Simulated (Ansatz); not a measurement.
Geometry optimisation, DFT PBEsol, scalar-relativistic, plane waves, PAW (Ansatz 0.2.0).

input.yaml

```yaml
crystal:
  lattice:
    - [7.573114, 0.0, 0.0]
    - [3.786557, 6.558509, 0.0]
    - [0.0, 0.0, 16.676426]
  atoms:
    - { symbol: H, position: [0.1111111, 0.11111111, 0.05996489] }
    - { symbol: H, position: [0.44444442, 0.11111111, 0.05996489] }
    - { symbol: H, position: [0.77777774, 0.11111111, 0.05996489] }
    - { symbol: H, position: [0.1111111, 0.44444443, 0.05996489] }
    - { symbol: H, position: [0.44444442, 0.44444443, 0.05996489] }
    - { symbol: H, position: [0.77777774, 0.44444443, 0.05996489] }
    - { symbol: H, position: [0.1111111, 0.77777775, 0.05996489] }
    - { symbol: H, position: [0.44444442, 0.77777775, 0.05996489] }
    - { symbol: H, position: [0.77777773, 0.77777775, 0.05996489] }
    - { symbol: C, position: [0.1111111, 0.11111111, 0.12592626] }
    - { symbol: C, position: [0.44444442, 0.11111111, 0.12592626] }
    - { symbol: C, position: [0.77777774, 0.11111111, 0.12592626] }
    - { symbol: C, position: [0.1111111, 0.44444443, 0.12592626] }
    - { symbol: C, position: [0.44444442, 0.44444443, 0.12592626] }
    - { symbol: C, position: [0.77777774, 0.44444443, 0.12592626] }
    - { symbol: C, position: [0.1111111, 0.77777775, 0.12592626] }
    - { symbol: C, position: [0.44444442, 0.77777775, 0.12592626] }
    - { symbol: C, position: [0.77777773, 0.77777775, 0.12592626] }
    - { symbol: C, position: [-0.11111111, 0.22222221, 0.15682528] }
    - { symbol: C, position: [0.22222221, 0.22222221, 0.15682528] }
    - { symbol: C, position: [0.55555553, 0.22222221, 0.15682528] }
    - { symbol: C, position: [-0.11111111, 0.55555554, 0.15682528] }
    - { symbol: C, position: [0.22222221, 0.55555554, 0.15682528] }
    - { symbol: C, position: [0.55555552, 0.55555554, 0.15682528] }
    - { symbol: C, position: [-0.11111111, 0.88888886, 0.15682528] }
    - { symbol: C, position: [0.2222222, 0.88888886, 0.15682528] }
    - { symbol: C, position: [0.55555552, 0.88888886, 0.15682528] }
    - { symbol: C, position: [-0.11111111, 0.22222221, 0.24952232] }
    - { symbol: C, position: [0.22222221, 0.22222221, 0.24952232] }
    - { symbol: C, position: [0.55555553, 0.22222221, 0.24952232] }
    - { symbol: C, position: [-0.11111111, 0.55555554, 0.24952232] }
    - { symbol: C, position: [0.22222221, 0.55555554, 0.24952232] }
    - { symbol: C, position: [0.55555552, 0.55555554, 0.24952232] }
    - { symbol: C, position: [-0.11111111, 0.88888886, 0.24952232] }
    - { symbol: C, position: [0.2222222, 0.88888886, 0.24952232] }
    - { symbol: C, position: [0.55555552, 0.88888886, 0.24952232] }
    - { symbol: C, position: [0.0, 0.0, 0.28042133] }
    - { symbol: C, position: [0.33333332, 0.0, 0.28042133] }
    - { symbol: C, position: [0.66666663, 0.0, 0.28042133] }
    - { symbol: C, position: [0.0, 0.33333332, 0.28042133] }
    - { symbol: C, position: [0.33333331, 0.33333332, 0.28042133] }
    - { symbol: C, position: [0.66666663, 0.33333332, 0.28042133] }
    - { symbol: C, position: [-1.0e-08, 0.66666664, 0.28042133] }
    - { symbol: C, position: [0.33333331, 0.66666664, 0.28042133] }
    - { symbol: C, position: [0.66666663, 0.66666664, 0.28042133] }
    - { symbol: "N", position: [0.66666663, 0.0, 0.36976901], spin: 1.0 }
    - { symbol: "N", position: [0.51851849, 0.40740739, 0.3499806] }
magnetization:
  spin_polarized: true
basis:
  ecutwfc: 420.0
kpoints:
  mp_grid: { grid: [2, 2, 1] }
hamiltonian:
  xc: pbesol
  pseudopotentials: { kind: paw, azcp: { folder: soft_1 } }
scf:
  occupations: { method: fermi_dirac, width: 0.05 }
  lower_state_search: "off"
relax:
  f_tol: 0.03
  max_steps: 60
  adjacent_minimum: "off"
  constraints:
    - { sites: [0, 1, 2, 3, 4, 5, 6, 7, 8, 9, 10, 11, 12, 13, 14, 15, 16, 17, 18, 19, 20, 21, 22, 23, 24, 25, 26] }
output:
  write_density: true
  write_potential: true
  elf: true
  volumetric_format: npy
```

Launched with:

```bash
$ ansatz run input.yaml --threads 4 --pin off --max-ram 10240MiB --backend cpu --events-out ev --progress --plain --runs-dir out
```

**Question.** Where does it end, and by what steps?

**Answer.** The forces met the threshold. Limits of this set-up: coarse k mesh, thin slab, slab without dipole correction, no dispersion correction for a molecule that may bind weakly, PAW files made for another functional. After 8 steps the energy has fallen by 3.256 eV; N47 moved furthest, 0.49 Å. Joined: C41–N47 (2.10 → 1.73 Å), C44–N47 (2.10 → 1.74 Å).

```json
{"step": "0", "energy less start (eV)": "0.0000", "largest force component (eV/Å)": "4.234", "accepted": "yes"}
{"step": "1", "energy less start (eV)": "-2.2635", "largest force component (eV/Å)": "2.024", "accepted": "yes"}
{"step": "2", "energy less start (eV)": "-2.8275", "largest force component (eV/Å)": "0.806", "accepted": "yes"}
{"step": "3", "energy less start (eV)": "-3.0474", "largest force component (eV/Å)": "0.982", "accepted": "yes"}
{"step": "4", "energy less start (eV)": "-3.1792", "largest force component (eV/Å)": "0.891", "accepted": "yes"}
{"step": "5", "energy less start (eV)": "-3.2435", "largest force component (eV/Å)": "0.199", "accepted": "yes"}
{"step": "6", "energy less start (eV)": "-3.2522", "largest force component (eV/Å)": "0.201", "accepted": "yes"}
{"step": "7", "energy less start (eV)": "-3.2558", "largest force component (eV/Å)": "0.066", "accepted": "yes"}
{"step": "8", "energy less start (eV)": "-3.2561", "largest force component (eV/Å)": "0.016", "accepted": "yes"}
```

```xyz
47
Lattice="7.5731 0.0000 0.0000 3.7866 6.5585 0.0000 0.0000 0.0000 16.6764" Properties=species:S:1:pos:R:3
H 1.262 0.729 1.000
H 3.787 0.729 1.000
H 6.311 0.729 1.000
H 2.524 2.915 1.000
H 5.049 2.915 1.000
H 7.573 2.915 1.000
H 3.787 5.101 1.000
H 6.311 5.101 1.000
H 8.835 5.101 1.000
C 1.262 0.729 2.100
C 3.787 0.729 2.100
C 6.311 0.729 2.100
C 2.524 2.915 2.100
C 5.049 2.915 2.100
C 7.573 2.915 2.100
C 3.787 5.101 2.100
C 6.311 5.101 2.100
C 8.835 5.101 2.100
C 0.000 1.457 2.615
C 2.524 1.457 2.615
C 5.049 1.457 2.615
C 1.262 3.644 2.615
C 3.787 3.644 2.615
C 6.311 3.644 2.615
C 2.524 5.830 2.615
C 5.049 5.830 2.615
C 7.573 5.830 2.615
C -0.014 1.469 4.355
C 2.538 1.469 4.355
C 5.049 1.468 4.103
C 1.262 3.644 4.250
C 3.778 3.652 4.116
C 6.320 3.652 4.116
C 2.538 5.826 4.191
C 5.049 5.820 4.360
C 7.559 5.826 4.192
C -0.010 0.000 4.633
C 2.535 0.000 4.633
C 5.049 -0.004 4.695
C 1.262 2.194 4.631
C 3.910 2.261 4.665
C 6.188 2.261 4.665
C 2.532 4.376 4.556
C 5.049 4.238 4.668
C 7.565 4.375 4.556
N 5.052 -0.060 6.090
N 5.049 2.916 5.794
```

Run time: 2.5 min on 4 threads of Arm Neoverse V2 (shared host), peak memory 2.7 GiB.
